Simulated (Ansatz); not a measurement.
# KCd (CsCl type): how the settings move a relaxation

How sensitive is a relaxation of KCd (CsCl type) to its settings? A reference run comes first, then one run with altered input.

Program: Ansatz 0.2.0. Level of theory: reference: DFT, PBE, PAW with Ansatz's default frozen-core files, scalar-relativistic. These are calculated values, not measurements.

### 1 The structure to begin with

It takes space group Pm-3m (No. 221, cubic). The conventional cell has a = 4.483 Å, b = 4.483 Å, c = 4.483 Å, α = 90.00°, β = 90.00°, γ = 90.00°. K (site symmetry m-3m) has 8 Cd at 3.88 Å as nearest neighbours. Cd (site symmetry m-3m) has 8 K at 3.88 Å as nearest neighbours.

Coordinates:

```xyz
2
Lattice="4.4825 0.0000 0.0000 0.0000 4.4825 0.0000 0.0000 0.0000 4.4825" Properties=species:S:1:pos:R:3 pbc="T T T"
K     0.0000    0.0000    0.0000
Cd    2.2413    2.2413    2.2413
```

### 2 Reference

The input, input.yaml:

```yaml
crystal:
  lattice:
    - [4.4825437297, 0.0, 0.0]
    - [0.0, 4.4825437297, 0.0]
    - [0.0, 0.0, 4.4825437297]
  atoms:
    - { symbol: K, position: [0.0, 0.0, 0.0] }
    - { symbol: Cd, position: [0.5, 0.5, 0.5] }
kpoints:
  mp_grid: { grid: [9, 9, 9] }
scf:
  occupations: { method: fermi_dirac, width: 0.05 }
hamiltonian:
  xc: pbe
  pseudopotentials: { kind: paw }
output:
  forces: true
  stress: true
relax:
  f_tol: 0.005
  max_steps: 50
  cell: {}
```

Run with:

```
$ ansatz run input.yaml --threads 1 --pin off --max-ram 2048MiB --backend cpu --events-out ev --progress --plain --runs-dir out
```

### 3 Changed: occupations.method gaussian, f_tol 0.05, max_displacement 0.05

Edit input.yaml of step 2 so:

```diff
@@ -11,3 +11,3 @@
 scf:
-  occupations: { method: fermi_dirac, width: 0.05 }
+  occupations: { method: gaussian, width: 0.05 }
 hamiltonian:
@@ -18,5 +18,10 @@
   stress: true
+  write_density: true
+  write_potential: true
+  elf: true
+  volumetric_format: npy
 relax:
-  f_tol: 0.005
+  f_tol: 0.05
   max_steps: 50
   cell: {}
+  max_displacement: 0.05
```

Q: Predict the outcome of this session. Wanted: for each run, ending; energy change; pressure; gap; force.

The runs gave:

```tsv
run	ending	energy change	pressure (GPa)	gap (eV)	force (eV/Å)	cycles	time
reference	converged	0	0.0	0.00	0.00	31	11 s
1: occupations.method gaussian, f_tol 0.05, max_displacement 0.05	converged	+0.1 meV/atom (σ→0)	0.0	0.00	0.00	-	12 s
```

Times don't compare one to one where runs were asked for different outputs or read a saved state (see the inputs); cycles may leave out searches for a lower state.

What this shows: Changing the smearing, convergence setting and walk settings moves the energy by +0.1 meV/atom (σ→0 values), and the final volume goes from 81.91 to 81.82 Å³.
